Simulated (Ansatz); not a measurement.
# Al2O3 (Corundum): the cost of one run

Program: Ansatz 0.2.0. Level of theory: DFT PBE, scalar-relativistic, plane waves, PAW. These are calculated values, not measurements.

### 1 The system as given

The structure is trigonal, space group R-3c (No. 167). Conventional cell: a = 4.760 Å, b = 4.760 Å, c = 12.996 Å, α = 90.00°, β = 90.00°, γ = 120.00°. Around Al (site symmetry 3) lie 6 O at 1.85 to 1.97 Å. O (site symmetry 2) is surrounded by 4 Al at 1.85 to 1.97 Å.

Coordinates:

```cif
data_structure
_symmetry_space_group_name_H-M 'R-3c:H'
_symmetry_Int_Tables_number 167
_cell_length_a 4.7605
_cell_length_b 4.7605
_cell_length_c 12.9956
_cell_angle_alpha 90.000
_cell_angle_beta 90.000
_cell_angle_gamma 120.000
_cell_volume 255.05
loop_
_atom_site_label
_atom_site_type_symbol
_atom_site_symmetry_multiplicity
_atom_site_Wyckoff_symbol
_atom_site_fract_x
_atom_site_fract_y
_atom_site_fract_z
_atom_site_occupancy
Al1 Al 12 c 0.33333 0.66667 0.01883 1
O1 O 18 e 0.30668 0.00000 0.25000 1
```

Source of the structure: the Crystallography Open Database.

(A quick probe on a coarse mesh, which set the mesh and smearing, is not shown.)

### 3 The relaxation

Input file input.yaml:

```yaml
crystal:
  lattice:
    - [2.38025, 1.3742379782, 4.3318666667]
    - [-2.38025, 1.3742379782, 4.3318666667]
    - [0.0, -2.7484759565, 4.3318666667]
  atoms:
    - { symbol: Al, position: [0.35216, 0.35216, 0.35216] }
    - { symbol: Al, position: [0.14784, 0.14784, 0.14784] }
    - { symbol: Al, position: [0.64784, 0.64784, 0.64784] }
    - { symbol: Al, position: [0.85216, 0.85216, 0.85216] }
    - { symbol: O, position: [0.55668, 0.94332, 0.25] }
    - { symbol: O, position: [0.25, 0.55668, 0.94332] }
    - { symbol: O, position: [0.94332, 0.25, 0.55668] }
    - { symbol: O, position: [0.44332, 0.05668, 0.75] }
    - { symbol: O, position: [0.75, 0.44332, 0.05668] }
    - { symbol: O, position: [0.05668, 0.75, 0.44332] }
basis:
  ecutwfc: 420
kpoints:
  mp_grid: { grid: [3, 3, 3] }
hamiltonian:
  xc: pbe
scf:
  occupations: { method: gaussian, width: 0.02 }
output:
  forces: true
  stress: true
  eigenvalues: true
relax:
  adjacent_minimum: "off"
  f_tol: 0.005
  max_steps: 80
  cell: { stress_tol: 0.05 }
```

Launch:

```
ansatz run input.yaml --threads 1 --pin off --max-ram 2560MiB --backend cpu --events-out ev --progress --plain --runs-dir out
```

Q: Estimate wall time and peak memory on 1 thread of Arm Neoverse V2, shared host.

About 10 s, with a peak of 0.32 GiB.
